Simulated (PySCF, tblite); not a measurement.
# C₇H₁₄N₂: geometry, infrared bands and NMR shifts

Wanted: the infrared bands and NMR shifts of C₇H₁₄N₂ (`CC(C)C1=NN(C)CC1`), by calculation.

The runs use tblite 0.8.0 and PySCF 2.14.0, with density-fitted response routines of our own; the level of theory stands in each step. All values are computed, except where a source is named. Atoms are numbered from 0 throughout.

## (1) The molecule as given

23 atoms, charge 0, multiplicity 1; geometry from: force field or distance geometry start.

Bonds of the start (Å): C0–C1 1.51, C1–C2 1.51, C1–C3 1.48, C3–N4 1.32, N4–N5 1.42, N5–C6 1.46, N5–C7 1.45, C7–C8 1.51, C8–C3 1.48, C0–H9 1.11, C0–H10 1.13, C0–H11 1.09, C1–H12 1.12, C2–H13 1.13, C2–H14 1.10, C2–H15 1.10, C6–H16 1.12, C6–H17 1.11, C6–H18 1.10, C7–H19 1.09, C7–H20 1.12, C8–H21 1.12, C8–H22 1.09.

## (2) Relaxing the molecule with GFN2-xTB

What the job is given:

```
{"job": {"kind": "relax", "xc": "GFN2-xTB", "basis": "xTB"}, "charge": 0, "multiplicity": 1}
C     -2.270000     1.095300    -0.103300
C     -1.666900    -0.112000     0.584800
C     -2.296500    -1.354600     0.001100
C     -0.214300    -0.034500     0.318600
N      0.749900     0.049000     1.218400
N      1.984900     0.094800     0.515600
C      3.222400     0.739700     0.933900
C      1.722500    -0.649600    -0.698700
C      0.369000    -0.064900    -1.043400
H     -3.376900     1.073800     0.006300
H     -1.953800     2.001800     0.485100
H     -1.937400     1.200200    -1.137700
H     -1.880400    -0.049100     1.683900
H     -3.405200    -1.163000    -0.013100
H     -2.015700    -1.471300    -1.058800
H     -2.056000    -2.222400     0.637200
H      3.751900     1.169800     0.042500
H      3.024800     1.606300     1.604000
H      3.927700     0.058100     1.427600
H      2.481900    -0.537300    -1.476100
H      1.501700    -1.716000    -0.459200
H      0.547700     0.972800    -1.436100
H     -0.216000    -0.660100    -1.749600
```

The run is started by

```bash
OMP_NUM_THREADS=1 python probes_run.py task.json out
```

This one command runs all jobs of the session in turn.

**Question.** This job is followed by: GFN2-xTB harmonic vibrations, gas phase; GIAO PBE0/pcSseg-1 NMR shielding, non-relativistic, gas phase. Predict these results of the whole session: strongest single infrared mode (GFN2-xTB); zero-point energy (GFN2-xTB); ¹³C shifts against TMS (PBE0/pcSseg-1, means over atoms taken as alike); ¹H shifts against TMS (PBE0/pcSseg-1, means over atoms taken as alike); ¹⁵N shifts against NH3 (PBE0/pcSseg-1).

**Answer**, as computed:

```
                                                               quantity                                    value
                              strongest single infrared mode (GFN2-xTB)                    2868 cm⁻¹, 105 km/mol
                                           zero-point energy (GFN2-xTB)                           126.6 kcal/mol
¹³C shifts against TMS (PBE0/pcSseg-1, means over atoms taken as alike)  153.0, 55.6, 42.8, 34.0, 32.7, 23.1 ppm
 ¹H shifts against TMS (PBE0/pcSseg-1, means over atoms taken as alike)         3.11, 2.88, 2.82, 2.69, 1.08 ppm
                                 ¹⁵N shifts against NH3 (PBE0/pcSseg-1)                         383.8, 137.9 ppm
```

Relaxing lowered the energy by 1.173 eV in 102 steps; the close pair that moved most is N4–N5, from 1.422 to 1.357 Å. No mode is imaginary among the 63: a minimum at this level. The strongest single mode, at 2868 cm⁻¹, moves mainly H16. Unscaled tight-binding wavenumbers are off by several per cent, some by more. Its intensities can rank the bands wrongly. The most deshielded hydrogen is H19, H20 (mean) (hydrogen on an sp3 CH2 bonded to N), at 3.11 ppm: its carbon carries N, which withdraws density. At PBE0/pcSseg-1: The widest tensor belongs to N4: span 492 ppm, with a paramagnetic part of -444 ppm.
